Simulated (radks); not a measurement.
# Cd⁴²⁺ in [He] 2s2 2p2: an all-electron calculation

An exercise on one series of results from a longer session: the logs are not shown, and one member is left open.

The numbers are computed with radks (a radial shooting solver on a logarithmic mesh, Libxc functionals) version 1 (Dirac Kohn-Sham, LDA (Slater exchange, Perdew-Wang correlation), spin-unpolarised, spherical densities, point nucleus; open shells fill j = l - 1/2 first), except any that are marked as measured or tabulated.

### What is computed

| Property | Result |
| --- | --- |
| element | cadmium (Z = 48) |
| charge | +42 |
| electrons | 6 |
| configuration | [He] 2s2 2p2 |

The first run:

The run's settings:

```text
Z 48
configuration [He] 2s2 2p2
relativity Dirac
functional lda,pw
spin unpolarised
j_filling energy
nucleus point
c 137.035999084
```

Run with:

```bash
> python run_ks.py task.json out
```

The same process makes all the runs of this session.

Among the steps run: Self-consistent calculation.

One table of the session follows, with a row left open; its other results are not shown here.

It belongs to the step «Radial structure». Sizes of the orbitals, from the radial functions (bohr):

```
level     <r>  outermost maximum (interpolated)  90 % within
1s1/2       ?                                 ?            ?
2s1/2  0.1251                             0.108        0.192
2p1/2  0.1049                            0.0827        0.170
2p3/2  0.1095                            0.0867        0.176
```

**Question.** Estimate the row for 1s1/2.

**Answer.** <r>: 0.03033; outermost maximum (interpolated): 0.0197; 90 % within: 0.0544. In the column «<r>» it is the lowest.

Limits of these values: Spin polarisation and multiplet splitting are left out.
